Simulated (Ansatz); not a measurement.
Crystal: HPbNO4.

```xyz
14
Lattice="4.1204 -0.0008 -0.0112 0.0040 6.4272 0.0536 0.0279 3.2071 7.7499" Properties=species:S:1:pos:R:3 pbc="T T T"
H     3.7380    2.9684    3.7875
H     1.6795    6.6644    4.0009
Pb    1.6467    4.2515    5.4933
Pb    3.6983    5.3813    2.2951
N     2.6193    1.9491    1.6102
N     0.5769    7.6848    6.1852
O     3.7590    3.8553    4.2210
O     2.2235    3.1363    1.5259
O     2.2071    1.0645    0.8217
O     3.4590    1.6183    2.5274
O     1.6973    5.7776    3.5672
O     0.1804    6.4980    6.2725
O     0.1698    8.5703    6.9754
O     1.4117    8.0143    5.2631
```

The cell was built by a generator and needn't be a form met in nature.

Base run:

- Program: Ansatz 0.2.0
- Functional: revPBE
- Potentials or basis: all-electron LAPW, scalar-relativistic
- Cutoff: 692 eV
- Density cutoff: 2766 eV
- Basis error allowed: 0.003 eV/atom
- k mesh: 5 × 4 × 3
- Occupations: fermi-dirac, width 0.05 eV
- Spin: no spin polarisation

Its results: band gap on the k mesh 3.36 eV, indirect (least direct gap 3.44 eV); pressure 1.9 GPa; largest force 0.162 eV/Å.

Question: The run is repeated on the same cell with these changes: functional from revPBE to LDA. What comes out?

Answer: Band gap on the k mesh 3.22 eV, indirect (least direct gap 3.28 eV); pressure -5.8 GPa; largest force 0.917 eV/Å.

LDA binds more tightly than revPBE, so the same cell stands under less pressure.

Caveats: spin-orbit coupling is left out, which as a rule narrows the gap of such compounds by several tenths of an eV.

A k mesh can miss the band edges.

Not every run made on this cell is shown here.
